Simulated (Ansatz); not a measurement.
Born–Oppenheimer molecular dynamics of a periodic cell of 16 atoms, Li (start crystal Li, start structure bcc, volume 1.05 times the crystal's). It goes on from the last frame of an earlier run, with new velocities.

Computed with DFT PBEsol, scalar-relativistic, plane waves, PAW (Ansatz 0.2.0). Settings: accuracy low, cutoff 420 eV, k mesh 3x3x3, fermi-dirac smearing 0.16 eV, no spin polarisation.

```yaml
ensemble: NVE (velocity Verlet)
time_step: 1 fs
steps_asked: 140
starting_velocities_drawn_for: 1080 K
seed: 899986
```

Frames 10 fs apart, positions in Å, forces in eV/Å.

Velocities at 10.0 fs (Å/ps):

```
Li -11.27 -5.98 -1.28
Li -1.10 3.35 -10.88
Li 13.42 5.54 -3.54
Li 0.99 -7.30 -4.42
Li 18.55 11.89 2.01
Li -26.95 -10.66 10.75
Li 7.58 5.06 3.64
Li 9.62 5.10 6.68
Li 11.62 14.03 -7.72
Li 3.16 -8.07 -0.74
Li -7.55 -24.36 21.86
Li -12.17 0.71 -5.32
Li -5.20 2.08 4.98
Li -24.40 4.84 0.30
Li 5.26 10.30 -10.65
Li 18.44 -6.51 -5.70
```

```xyz
16
Lattice="7.0944 0.0000 0.0000 0.0000 7.0944 0.0000 0.0000 0.0000 7.0944" Properties=species:S:1:pos:R:3:forces:R:3 time_fs=10.0 energy_less_start_eV=0.150 T=1003
Li 0.491 -0.923 -0.146 -0.12 0.49 0.30
Li 3.245 -0.753 -0.472 0.12 -0.17 0.21
Li -0.274 3.701 -0.344 -0.57 -0.25 0.46
Li 0.293 -0.209 3.387 0.20 0.01 0.14
Li 2.242 1.611 1.456 -0.14 -0.08 -0.04
Li 3.587 3.321 -0.420 -0.03 0.05 0.15
Li 3.054 0.705 4.353 -0.15 -0.26 -0.24
Li 5.231 -0.023 1.941 -0.27 1.29 -0.33
Li 0.256 3.882 2.234 0.77 -0.51 0.41
Li 2.692 5.548 2.541 -0.20 0.14 -0.25
Li 0.768 2.083 5.192 0.29 -0.70 -0.22
Li 3.630 3.272 3.697 0.27 -0.23 -0.01
Li 5.309 4.885 2.084 -0.53 -0.61 -0.35
Li 5.349 1.039 5.638 0.17 0.15 0.18
Li 1.357 4.390 4.885 0.40 0.70 -0.28
Li 5.550 5.303 4.923 -0.21 -0.03 -0.14
16
Lattice="7.0944 0.0000 0.0000 0.0000 7.0944 0.0000 0.0000 0.0000 7.0944" Properties=species:S:1:pos:R:3:forces:R:3 time_fs=20.0 energy_less_start_eV=0.212 T=971
Li 0.374 -0.943 -0.137 0.04 0.65 0.32
Li 3.240 -0.734 -0.562 0.01 -0.30 0.35
Li -0.179 3.736 -0.349 -0.48 -0.42 0.32
Li 0.321 -0.278 3.353 0.28 0.13 0.14
Li 2.413 1.717 1.477 -0.32 -0.41 0.13
Li 3.321 3.224 -0.309 0.17 0.34 -0.18
Li 3.112 0.736 4.366 -0.43 -0.36 -0.52
Li 5.306 0.113 1.984 -0.33 0.98 -0.32
Li 0.420 3.988 2.184 0.44 -0.47 0.31
Li 2.711 5.484 2.513 -0.13 0.46 -0.37
Li 0.717 1.802 5.395 0.39 -0.25 -0.21
Li 3.529 3.263 3.647 0.35 -0.25 0.17
Li 5.225 4.862 2.108 -0.22 -0.54 -0.43
Li 5.126 1.099 5.656 0.55 0.22 0.29
Li 1.432 4.527 4.766 0.15 0.14 0.09
Li 5.713 5.237 4.857 -0.46 0.06 -0.09
16
Lattice="7.0944 0.0000 0.0000 0.0000 7.0944 0.0000 0.0000 0.0000 7.0944" Properties=species:S:1:pos:R:3:forces:R:3 time_fs=30.0 energy_less_start_eV=0.160 T=997
Li 0.262 -0.878 -0.083 0.07 0.40 0.32
Li 3.237 -0.756 -0.605 -0.03 -0.30 0.38
Li -0.150 3.714 -0.309 -0.31 -0.45 0.09
Li 0.383 -0.330 3.337 0.10 0.27 -0.02
Li 2.541 1.767 1.515 -0.41 -0.70 0.26
Li 3.076 3.175 -0.223 0.25 0.57 -0.50
Li 3.114 0.717 4.310 -0.43 -0.44 -0.55
Li 5.338 0.384 1.984 -0.26 0.51 -0.21
Li 0.643 4.028 2.175 -0.04 -0.49 0.15
Li 2.712 5.484 2.434 0.05 0.63 -0.43
Li 0.718 1.485 5.569 0.34 0.09 -0.16
Li 3.477 3.220 3.620 0.33 -0.15 0.29
Li 5.113 4.767 2.072 0.20 -0.23 -0.47
Li 4.976 1.188 5.714 0.66 0.28 0.33
Li 1.529 4.688 4.660 0.02 -0.07 0.53
Li 5.814 5.180 4.779 -0.54 0.11 -0.03
16
Lattice="7.0944 0.0000 0.0000 0.0000 7.0944 0.0000 0.0000 0.0000 7.0944" Properties=species:S:1:pos:R:3:forces:R:3 time_fs=40.0 energy_less_start_eV=-0.102 T=1133
Li 0.158 -0.762 0.017 -0.01 -0.17 0.42
Li 3.232 -0.818 -0.596 0.06 -0.14 0.29
Li -0.165 3.631 -0.256 -0.20 -0.30 -0.05
Li 0.458 -0.344 3.317 -0.20 0.37 -0.21
Li 2.613 1.723 1.585 -0.41 -0.67 0.03
Li 2.865 3.201 -0.200 0.24 0.48 -0.46
Li 3.060 0.637 4.181 -0.09 -0.43 -0.20
Li 5.334 0.728 1.955 -0.07 0.22 -0.08
Li 0.863 3.999 2.187 -0.38 -0.51 0.07
Li 2.720 5.567 2.297 0.18 0.56 -0.35
Li 0.766 1.181 5.720 0.32 0.45 -0.26
Li 3.469 3.158 3.633 0.26 0.06 0.34
Li 5.024 4.638 1.972 0.37 -0.09 -0.41
Li 4.912 1.316 5.815 0.41 0.20 0.18
Li 1.631 4.841 4.624 -0.02 -0.14 0.64
Li 5.841 5.137 4.698 -0.46 0.11 0.06
16
Lattice="7.0944 0.0000 0.0000 0.0000 7.0944 0.0000 0.0000 0.0000 7.0944" Properties=species:S:1:pos:R:3:forces:R:3 time_fs=50.0 energy_less_start_eV=-0.343 T=1257
Li 0.051 -0.667 0.174 -0.16 -0.56 0.49
Li 3.235 -0.899 -0.548 0.25 0.10 0.10
Li -0.207 3.507 -0.209 -0.11 -0.11 -0.14
Li 0.506 -0.309 3.270 -0.45 0.33 -0.27
Li 2.628 1.589 1.656 -0.42 -0.30 -0.42
Li 2.688 3.291 -0.240 0.30 0.14 -0.19
Li 2.994 0.501 4.028 0.34 -0.23 0.30
Li 5.322 1.103 1.915 0.15 0.06 0.02
Li 1.032 3.902 2.211 -0.45 -0.33 0.14
Li 2.750 5.725 2.113 0.11 0.18 -0.13
Li 0.861 0.939 5.834 0.35 0.67 -0.40
Li 3.497 3.103 3.692 0.17 0.18 0.29
Li 4.984 4.495 1.815 0.25 -0.06 -0.25
Li 4.906 1.470 5.940 0.12 0.01 -0.02
Li 1.729 4.975 4.672 -0.14 -0.17 0.37
Li 5.806 5.108 4.625 -0.32 0.10 0.11
16
Lattice="7.0944 0.0000 0.0000 0.0000 7.0944 0.0000 0.0000 0.0000 7.0944" Properties=species:S:1:pos:R:3:forces:R:3 time_fs=60.0 energy_less_start_eV=-0.277 T=1223
Li -0.076 -0.644 0.396 -0.17 -0.47 0.21
Li 3.274 -0.968 -0.486 0.50 0.28 -0.20
Li -0.263 3.368 -0.181 0.11 0.09 -0.20
Li 0.495 -0.229 3.188 -0.50 0.22 -0.11
Li 2.586 1.417 1.671 -0.34 0.24 -0.67
Li 2.553 3.400 -0.306 0.38 -0.17 0.06
Li 2.974 0.333 3.913 0.66 0.04 0.62
Li 5.328 1.486 1.877 0.21 -0.18 0.14
Li 1.139 3.759 2.254 -0.40 -0.05 0.21
Li 2.794 5.904 1.913 -0.05 -0.44 0.20
Li 1.002 0.784 5.896 0.23 0.55 -0.28
Li 3.547 3.071 3.790 0.06 0.15 0.16
Li 4.978 4.346 1.623 -0.02 0.10 -0.04
Li 4.918 1.625 6.063 -0.12 -0.23 -0.16
Li 1.806 5.086 4.771 -0.36 -0.20 -0.04
Li 5.727 5.094 4.567 -0.18 0.08 0.13
16
Lattice="7.0944 0.0000 0.0000 0.0000 7.0944 0.0000 0.0000 0.0000 7.0944" Properties=species:S:1:pos:R:3:forces:R:3 time_fs=70.0 energy_less_start_eV=0.168 T=993
Li -0.225 -0.684 0.642 -0.08 -0.25 -0.32
Li 3.383 -0.999 -0.453 0.74 0.29 -0.55
Li -0.302 3.242 -0.182 0.46 0.28 -0.28
Li 0.417 -0.116 3.094 -0.30 0.21 0.27
Li 2.499 1.276 1.596 -0.15 0.70 -0.57
Li 2.469 3.487 -0.365 0.39 -0.32 0.23
Li 3.042 0.169 3.879 0.71 0.25 0.49
Li 5.362 1.839 1.861 0.14 -0.73 0.35
Li 1.191 3.608 2.325 -0.36 0.14 0.20
Li 2.830 6.023 1.740 -0.21 -0.92 0.56
Li 1.173 0.706 5.921 -0.03 0.38 -0.05
Li 3.606 3.061 3.909 -0.07 0.07 0.01
Li 4.969 4.214 1.425 -0.31 0.53 0.10
Li 4.913 1.748 6.165 -0.34 -0.45 -0.23
Li 1.832 5.168 4.865 -0.55 -0.23 -0.31
Li 5.623 5.090 4.526 -0.04 0.05 0.10
16
Lattice="7.0944 0.0000 0.0000 0.0000 7.0944 0.0000 0.0000 0.0000 7.0944" Properties=species:S:1:pos:R:3:forces:R:3 time_fs=80.0 energy_less_start_eV=0.382 T=883
Li -0.386 -0.762 0.847 -0.02 -0.17 -0.67
Li 3.591 -0.991 -0.492 0.71 0.22 -0.59
Li -0.279 3.153 -0.221 0.60 0.32 -0.31
Li 0.299 0.028 3.037 0.00 0.28 0.62
Li 2.390 1.228 1.445 0.05 0.68 -0.26
Li 2.439 3.533 -0.394 0.38 -0.25 0.30
Li 3.206 0.039 3.910 0.53 0.37 0.07
Li 5.416 2.092 1.893 0.11 -1.15 0.56
Li 1.193 3.475 2.425 -0.32 0.23 0.17
Li 2.838 6.021 1.642 -0.36 -0.91 0.66
Li 1.341 0.682 5.936 -0.22 0.29 -0.01
Li 3.655 3.060 4.030 -0.19 0.01 -0.12
Li 4.918 4.154 1.238 -0.47 0.82 0.06
Li 4.863 1.811 6.236 -0.38 -0.55 -0.19
Li 1.784 5.219 4.920 -0.56 -0.20 -0.33
Li 5.514 5.093 4.498 0.15 0.01 0.03
16
Lattice="7.0944 0.0000 0.0000 0.0000 7.0944 0.0000 0.0000 0.0000 7.0944" Properties=species:S:1:pos:R:3:forces:R:3 time_fs=90.0 energy_less_start_eV=-0.015 T=1087
Li -0.548 -0.863 0.964 0.16 -0.04 -0.57
Li 3.893 -0.953 -0.608 0.19 0.15 -0.17
Li -0.179 3.107 -0.301 0.25 0.22 -0.20
Li 0.178 0.208 3.062 0.15 0.20 0.64
Li 2.289 1.269 1.260 0.24 0.28 0.15
Li 2.461 3.546 -0.382 0.33 -0.02 0.20
Li 3.441 -0.040 3.952 0.20 0.43 -0.29
Li 5.484 2.195 1.997 0.02 -0.81 0.39
Li 1.150 3.373 2.548 -0.24 0.24 0.12
Li 2.796 5.896 1.632 -0.43 -0.46 0.41
Li 1.480 0.697 5.946 -0.27 0.18 -0.21
Li 3.678 3.062 4.134 -0.28 -0.01 -0.21
Li 4.806 4.199 1.060 -0.28 0.29 0.09
Li 4.765 1.798 6.283 -0.13 -0.43 -0.04
Li 1.661 5.242 4.930 -0.33 -0.10 -0.22
Li 5.426 5.096 4.474 0.42 -0.12 -0.10
16
Lattice="7.0944 0.0000 0.0000 0.0000 7.0944 0.0000 0.0000 0.0000 7.0944" Properties=species:S:1:pos:R:3:forces:R:3 time_fs=100.0 energy_less_start_eV=-0.022 T=1091
Li -0.685 -0.968 1.006 0.48 0.18 -0.16
Li 4.220 -0.893 -0.748 -0.38 0.08 0.24
Li -0.045 3.092 -0.408 -0.22 0.12 -0.07
Li 0.079 0.413 3.173 0.24 -0.13 0.50
Li 2.219 1.350 1.096 0.31 -0.04 0.63
Li 2.526 3.557 -0.345 0.13 0.20 -0.07
Li 3.704 -0.060 3.954 -0.17 0.46 -0.56
Li 5.553 2.188 2.152 -0.27 -0.20 -0.07
Li 1.075 3.305 2.687 -0.11 0.21 0.04
Li 2.695 5.709 1.680 -0.41 0.05 0.23
Li 1.581 0.736 5.926 -0.23 0.01 -0.47
Li 3.663 3.062 4.210 -0.32 -0.02 -0.24
Li 4.659 4.281 0.898 0.14 -0.42 0.29
Li 4.650 1.728 6.324 0.21 -0.14 0.07
Li 1.492 5.253 4.909 -0.04 0.01 -0.09
Li 5.396 5.081 4.435 0.65 -0.37 -0.28
16
Lattice="7.0944 0.0000 0.0000 0.0000 7.0944 0.0000 0.0000 0.0000 7.0944" Properties=species:S:1:pos:R:3:forces:R:3 time_fs=110.0 energy_less_start_eV=0.351 T=899
Li -0.756 -1.050 1.025 0.68 0.29 0.21
Li 4.500 -0.824 -0.858 -0.51 -0.08 0.28
Li 0.061 3.095 -0.525 -0.48 0.06 0.01
Li 0.012 0.600 3.356 0.31 -0.50 0.44
Li 2.191 1.428 1.018 0.23 -0.19 0.87
Li 2.608 3.592 -0.318 -0.25 0.22 -0.38
Li 3.944 -0.019 3.882 -0.40 0.36 -0.63
Li 5.585 2.150 2.299 -0.53 0.19 -0.45
Li 0.984 3.266 2.831 0.01 0.18 -0.06
Li 2.538 5.525 1.762 -0.32 0.34 0.22
Li 1.652 0.777 5.844 -0.10 -0.09 -0.49
Li 3.603 3.061 4.253 -0.30 -0.02 -0.21
Li 4.529 4.313 0.775 0.51 -0.54 0.47
Li 4.562 1.639 6.372 0.40 0.22 0.09
Li 1.317 5.263 4.876 0.15 0.08 0.02
Li 5.452 5.016 4.359 0.58 -0.51 -0.37
16
Lattice="7.0944 0.0000 0.0000 0.0000 7.0944 0.0000 0.0000 0.0000 7.0944" Properties=species:S:1:pos:R:3:forces:R:3 time_fs=120.0 energy_less_start_eV=0.348 T=901
Li -0.735 -1.094 1.070 0.63 0.27 0.35
Li 4.713 -0.767 -0.933 -0.34 -0.34 0.03
Li 0.103 3.105 -0.642 -0.52 -0.02 0.06
Li -0.015 0.721 3.598 0.17 -0.56 0.29
Li 2.195 1.480 1.055 0.10 -0.22 0.70
Li 2.656 3.656 -0.342 -0.58 0.14 -0.53
Li 4.131 0.070 3.725 -0.46 0.04 -0.44
Li 5.547 2.135 2.385 -0.47 0.29 -0.63
Li 0.895 3.252 2.966 0.06 0.09 -0.14
Li 2.338 5.386 1.874 -0.10 0.39 0.15
Li 1.710 0.808 5.697 0.13 -0.04 -0.17
Li 3.504 3.056 4.266 -0.19 -0.02 -0.19
Li 4.470 4.275 0.717 0.72 -0.27 0.62
Li 4.528 1.578 6.434 0.37 0.45 0.07
Li 1.161 5.286 4.845 0.28 0.16 0.13
Li 5.584 4.885 4.234 0.19 -0.37 -0.29
```

Of the whole run (140 fs, mean temperature of the second half 988 K): The conserved energy stayed within 0.037 meV per atom of its start (net change -0.0077 meV per atom), so the integration is sound. A run of 0.14 ps of so small a system gives no equilibrium averages. Limits of this set-up: coarse k mesh, low accuracy level.

Run time: 16 min on 1 thread of Intel(R) Xeon(R) Platinum 8488C (Sapphire Rapids) (shared host), peak memory 0.65 GiB.
